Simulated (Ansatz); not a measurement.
As2Se:

```
CELL_PARAMETERS angstrom
-3.52942 3.52942 2.65357
3.52942 -3.52942 2.65357
3.52942 3.52942 -2.65357
ATOMIC_POSITIONS crystal
Se 0.25000 0.75000 0.50000
Se 0.50000 0.50000 0.00000
As 0.87500 0.12500 0.25000
As 0.87500 0.62500 0.75000
As 0.37500 0.12500 0.25000
As 0.87500 0.12500 0.75000
```

The cell comes from a database or a generator and needn't be the stable form of this composition.

- Program: Ansatz 0.2.0
- Task: single point
- Functional: PBE
- Potentials or basis: Ansatz PAW
- Cutoff: 420 eV (not typed: the program's choice for these potentials)
- k mesh: 6 × 6 × 6
- Occupations: fermi-dirac, width 0.05 eV
- Spin: no spin polarisation

On this cell: pressure -0.2 GPa; largest force under 0.003 eV/Å; band gap on the k mesh none (metal or under the smearing width).

The same run follows on a disturbed copy (atoms moved at random, drawn with an rms of 0.05 Å):

```
CELL_PARAMETERS angstrom
-3.52942 3.52942 2.65357
3.52942 -3.52942 2.65357
3.52942 3.52942 -2.65357
ATOMIC_POSITIONS crystal
Se 0.25178 0.75369 0.50092
Se 0.49211 0.48992 0.99295
As 0.88681 0.13523 0.24614
As 0.87046 0.61776 0.74769
As 0.36987 0.12208 0.24953
As 0.87638 0.13299 0.75419
```

Task: What changes?

Result: The energy (extrapolated to zero smearing) moves by -1.2 meV/atom; pressure 0.1 GPa; largest force 0.267 eV/Å; band gap on the k mesh none (metal or under the smearing width).

Forces in eV/Å, atoms in the order of the input:
```
Se  -0.011 -0.008 -0.181
Se   0.152  0.063  0.194
As  -0.246  0.007  0.105
As  -0.147  0.061 -0.196
As   0.112 -0.147  0.008
As   0.140  0.023  0.070
```

Stress tensor (GPa, compression positive):
```
-0.05  0.03 -0.38
 0.03  0.38  0.13
-0.38  0.13 -0.13
```

The energy falls, though the first cell shows no forces: that form is unstable against this distortion, unless noise or another electronic state is at work.
